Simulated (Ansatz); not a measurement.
# ZnAg: the cost of one run

Computed with Ansatz 0.2.0 (DFT PBEsol, with the methods named in each step, unless a step's input says otherwise).

## Step 1: Starting point

Symmetry: Pm-3m, No. 221, cubic system. Conventional cell: a = 3.156 Å, b = 3.156 Å, c = 3.156 Å, α = 90.00°, β = 90.00°, γ = 90.00°. Zn (site symmetry m-3m) has 8 Ag at 2.73 Å in its first shell of neighbours. Ag (site symmetry m-3m) is surrounded by 8 Zn at 2.73 Å.

Structure file:

```cif
data_structure
_symmetry_space_group_name_H-M 'Pm-3m'
_symmetry_Int_Tables_number 221
_cell_length_a 3.1560
_cell_length_b 3.1560
_cell_length_c 3.1560
_cell_angle_alpha 90.000
_cell_angle_beta 90.000
_cell_angle_gamma 90.000
_cell_volume 31.43
loop_
_atom_site_label
_atom_site_type_symbol
_atom_site_symmetry_multiplicity
_atom_site_Wyckoff_symbol
_atom_site_fract_x
_atom_site_fract_y
_atom_site_fract_z
_atom_site_occupancy
Zn1 Zn 1 b 0.50000 0.50000 0.50000 1
Ag1 Ag 1 a 0.00000 0.00000 0.00000 1
```

The file gives the conventional cell by its symmetry; the runs use the cell typed in the input.

Atoms are numbered in the order of the input: Zn1, Ag2.

## Step 2: Shortest bond scaled by 1, PAW

File input.yaml:

```yaml
crystal:
  lattice:
    - [3.156, 0.0, 0.0]
    - [0.0, 3.156, 0.0]
    - [0.0, 0.0, 3.156]
  atoms:
    - { symbol: Zn, position: [0.5, 0.5, 0.5] }
    - { symbol: Ag, position: [0.0, 0.0, 0.0] }
kpoints:
  mp_grid: { grid: [10, 10, 10] }
scf:
  occupations: { method: fermi_dirac, width: 0.05 }
hamiltonian:
  xc: pbesol
  pseudopotentials: { kind: paw }
output:
  forces: true
  stress: true
  eigenvalues: true
  populations: true
```

Launch:

```console
> ansatz run input.yaml --threads 1 --pin off --max-ram 2048MiB --backend cpu --events-out ev --progress --plain --runs-dir out
```

What time and memory should one allow on 1 thread of AMD EPYC 9R45 (Zen 5), shared host?

About 1 s, with a peak of 0.4 GiB.
